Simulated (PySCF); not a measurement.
HPbNO4 in PySCF: the effect of exact exchange share

The system is HPbNO4.

```
H Pb N O
1.0
     4.20407    0.00000    0.00000
     2.02172    3.83951    0.00000
     2.04686    1.27900    6.28131
H Pb N O
1 1 1 4
Direct
  0.89145 0.68202 0.62796
  0.14426 0.92872 0.88352
  0.25670 0.28861 0.30171
  0.83108 0.65056 0.78405
  0.38694 0.22380 0.11295
  0.31104 0.03576 0.45856
  0.07726 0.60633 0.32275
```

The cell was built by a generator and needn't be a form met in nature.

Alike in all runs:

| Item | Value |
| --- | --- |
| Program | PySCF 2.14.0 |
| Task | atomic charges |
| Potentials or basis | DZVP-MOLOPT-HYB/GTH-HYB (UZH) (potentials made for PBE0) |
| k mesh | 2 × 2 × 1 |
| Occupations | fixed |
| Spin | no spin polarisation |

| exact exchange share | functional | gap on the mesh (eV) |
| --- | --- | --- |
| 0.05 | PBE0 form with 5 % exact exchange | 3.52 |
| 0.1 | PBE0 form with 10 % exact exchange | 4.00 |
| 0.15 | PBE0 form with 15 % exact exchange | 4.47 |
| 0.25 | PBE0 form with 25 % exact exchange | 5.41 |
| 0.35 | PBE0 form with 35 % exact exchange | 6.36 |
| 0.5 | PBE0 form with 50 % exact exchange | ? |
| 0.75 | PBE0 form with 75 % exact exchange | 10.07 |
| 1 | PBE0 form with 100 % exact exchange | 12.28 |

Problem. What does the run with exact exchange share 0.5 give?

Solution. gap on the mesh 7.78 eV.

Worked out: A straight line through the other rows of the gap on the mesh, of slope 9.24 eV per unit of exact exchange share, gives 7.71 eV, against the run's 7.78.

Caveats: all runs use coarse meshes; on so small a mesh gaps with full-range exact exchange can be off by tenths of an eV to over 1 eV; the default atom-centred grid shifts energies of crystals by up to some 10 meV an atom and pressures by some 0.5 GPa; spin-orbit coupling is left out, which as a rule narrows the gap of such compounds by several tenths of an eV; an odd mesh through Γ misses points on the zone boundary, where band edges often lie; the basis of atomic orbitals isn't converged, which shifts pressures, moduli and gaps.
